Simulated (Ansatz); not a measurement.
The system is PtSe.

```
CELL_PARAMETERS angstrom
3.70187 0.00000 0.00000
-1.85094 3.20591 0.00000
0.00000 0.00000 3.61284
ATOMIC_POSITIONS crystal
Pt 0.00000 0.00000 0.00000
Se 0.66667 0.33333 0.50000
```

The cell comes from a database or a generator and needn't be the stable form of this composition.

```yaml
Program: Ansatz 0.2.0
Task: relaxation of cell and atoms
Functional: PBE0
Potentials_or_basis: Ansatz PAW
Cutoff: "420 eV (not typed: the program's choice for these potentials)"
k_mesh: 4 × 4 × 4
Occupations: fermi-dirac, width 0.05 eV
Spin: no spin polarisation
```

At the start: volume 21.44 Å³/atom.

**Question.** Where does the relaxation end?

**Answer.** It ends after 6 steps and the volume is 18.37 Å³/atom (-14.3 %); space group P-6m2 (No. 187, to 0.05 Å).

Step by step:
```
step  energy change (eV)  largest force (eV/Å)  volume (Å³)
   1              0.0000                0.0000        42.88
   2             -0.3434                0.0000        38.05
   3             -0.3651                0.0000        36.12
   4             -0.3696                0.0000        36.77
   5             -0.3696                0.0000        36.75
   6             -0.3678                0.0000        36.75
```

Final structure:
```
CELL_PARAMETERS angstrom
3.56075 0.00000 0.00000
-1.78038 3.08370 0.00000
0.00000 0.00000 3.34671
ATOMIC_POSITIONS crystal
Pt 0.00000 0.00000 0.00000
Se 0.66667 0.33333 0.50000
```

Caveat: the k mesh is coarse (spacing up to 0.49 Å⁻¹), so the values aren't converged, least of all with exact exchange; the plane-wave basis is chosen anew once the cell has moved, so the energies of steps on either side of that aren't comparable; the PAW data sets come from PBE, with cores solved anew for the run's functional, which leaves a small shift of forces and pressure.
